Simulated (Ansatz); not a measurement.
# AsH4Si2: the cost of one run

Method: RKS BHLYP/def2-SVP, in Ansatz 0.2.0.

### Step 1. The starting structure

Bond lengths: Si1–Si2 2.308 Å, Si2–As3 2.381 Å, Si1–H4 1.508 Å, Si2–H5 1.483 Å, As3–H6 1.509 Å, As3–H7 1.500 Å. Angles: Si1–Si2–As3 106.5°, Si1–Si2–H5 150.9°, As3–Si2–H5 102.6°, Si2–Si1–H4 91.9°, Si2–As3–H6 91.0°, Si2–As3–H7 88.4°, H6–As3–H7 89.6°.

As a file:

```xyz
7

Si   -1.9985   -0.5332    0.3347
Si   -0.0526   -0.4354   -0.9017
As    1.5556    0.6771    0.4567
H    -2.5654    0.6731   -0.3702
H     0.7089   -0.7110   -2.1438
H     0.5095    0.9662    1.5044
H     1.8425   -0.6369    1.1199
```

### Step 2. Relaxing end A

input.yaml

```yaml
crystal:
  periodic: [false, false, false]
  atoms:
    - { symbol: Si, position_ang: [-1.99849, -0.53318, 0.3347] }
    - { symbol: Si, position_ang: [-0.05256, -0.43538, -0.90172] }
    - { symbol: As, position_ang: [1.55558, 0.67714, 0.45666] }
    - { symbol: H, position_ang: [-2.56535, 0.67313, -0.37019] }
    - { symbol: H, position_ang: [0.70889, -0.71104, -2.1438] }
    - { symbol: H, position_ang: [0.50948, 0.96619, 1.50442] }
    - { symbol: H, position_ang: [1.84246, -0.63686, 1.11993] }
total_charge: 1
basis:
  gaussian: { orbitals: def2-SVP }
hamiltonian:
  xc: { name: BHLYP }
relax:
  f_tol: 0.015
  max_steps: 40
```

Command:

```console
$ ansatz run input.yaml --threads 1 --pin off --max-ram 2048MiB --backend cpu --events-out ev --progress --plain --runs-dir out
```

What time and memory should one allow on 1 thread of AMD EPYC 9R45 (Zen 5), shared host?

About 38 s, with a peak of 0.2 GiB.
